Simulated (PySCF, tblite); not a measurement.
# C₅H₁₄FPSi₂: geometry, infrared bands and NMR shifts

What infrared bands and NMR shifts should C₅H₁₄FPSi₂ (`F[Si@@]1(P)CCC[C@@H]1C[SiH3]`) show?

Programs: tblite 0.8.0 and PySCF 2.14.0, with density-fitted response routines of our own. Each step states its level of theory. These are calculated values for one molecule in the gas phase, unless marked as measured. Atoms are numbered from 0 throughout.

**1. The molecule as given**

23 atoms, charge 0, multiplicity 1; geometry from: force field or distance geometry start.

Bonds of the start (Å): F0–Si1 1.58, Si1–P2 2.19, Si1–C3 1.89, C3–C4 1.55, C4–C5 1.53, C5–C6 1.56, C6–C7 1.55, C7–Si8 1.88, C6–Si1 1.95, P2–H9 1.42, P2–H10 1.41, C3–H11 1.10, C3–H12 1.09, C4–H13 1.08, C4–H14 1.10, C5–H15 1.11, C5–H16 1.09, C6–H17 1.10, C7–H18 1.10, C7–H19 1.10, Si8–H20 1.48, Si8–H21 1.48, Si8–H22 1.49.

**2. Geometry optimisation with GFN2-xTB**

What the job is given:

```
{"job": {"kind": "relax", "xc": "GFN2-xTB", "basis": "xTB"}, "charge": 0, "multiplicity": 1}
F     -0.886700     1.382100    -1.938000
Si    -0.744700     1.029100    -0.399400
P      0.069200     2.670800     0.804700
C     -2.366500     0.353600     0.298300
C     -2.186200    -1.186300     0.343000
C     -0.729800    -1.488000     0.712400
C      0.204200    -0.661000    -0.231500
C      1.658000    -0.644900     0.292400
Si     2.976300    -0.030500    -0.895700
H     -0.811500     3.684600     0.331500
H      1.125400     3.023400    -0.058400
H     -2.524000     0.716600     1.326400
H     -3.233000     0.632600    -0.292800
H     -2.877600    -1.644100     1.042400
H     -2.404600    -1.598800    -0.652400
H     -0.556700    -1.210800     1.776700
H     -0.514100    -2.555300     0.622700
H      0.162700    -1.129300    -1.224600
H      1.721000    -0.072800     1.225800
H      1.941300    -1.676800     0.549900
H      4.304900    -0.128600    -0.257400
H      2.950900    -0.838500    -2.136200
H      2.716900     1.399900    -1.229600
```

Command:

```bash
$ OMP_NUM_THREADS=1 python probes_run.py task.json out
```

One launch serves the whole session: the jobs run in the order shown.

**Question.** This job is followed by: GFN2-xTB harmonic vibrations, gas phase; GIAO PBE0/pcSseg-1 NMR shielding, non-relativistic, gas phase. Predict these results of the whole session: strongest single infrared mode (GFN2-xTB); zero-point energy (GFN2-xTB); 13C shifts against TMS (PBE0/pcSseg-1); 1H shifts against TMS (PBE0/pcSseg-1, means over atoms taken as alike); 19F shifts against CFCl3 (PBE0/pcSseg-1); 29Si shifts against TMS (PBE0/pcSseg-1); 31P shifts against H3PO4 (PBE0/pcSseg-1).

**Answer**, as computed:

```
                                                              quantity                                                                 value
                             strongest single infrared mode (GFN2-xTB)                                                  798 cm⁻¹, 427 km/mol
                                          zero-point energy (GFN2-xTB)                                                        108.8 kcal/mol
                                13C shifts against TMS (PBE0/pcSseg-1)                                      42.8, 32.5, 29.1, 20.3, 12.4 ppm
1H shifts against TMS (PBE0/pcSseg-1, means over atoms taken as alike)  3.87, 2.01, 1.99, 1.59, 1.42, 1.13, 1.08, 0.97, 0.96, 0.86, 0.62 ppm
                              19F shifts against CFCl3 (PBE0/pcSseg-1)                                                            -166.3 ppm
                               29Si shifts against TMS (PBE0/pcSseg-1)                                                       72.6, -70.2 ppm
                              31P shifts against H3PO4 (PBE0/pcSseg-1)                                                            -292.8 ppm
```

**Reading.** The optimisation took 72 steps and gained 0.191 eV; among the close pairs (by a distance rule), F0–Si1 changed most, from 1.585 to 1.638 Å. All 63 modes are real, so the xTB geometry is a minimum. The strongest single mode, at 798 cm⁻¹, is spread over several atoms, H21, H22, Si8, H20 among them. Unscaled tight-binding wavenumbers are off by several per cent, some by more. Its intensities can rank the bands wrongly. At PBE0/pcSseg-1: The widest tensor belongs to P2: span 88 ppm, with a paramagnetic part of -357 ppm.
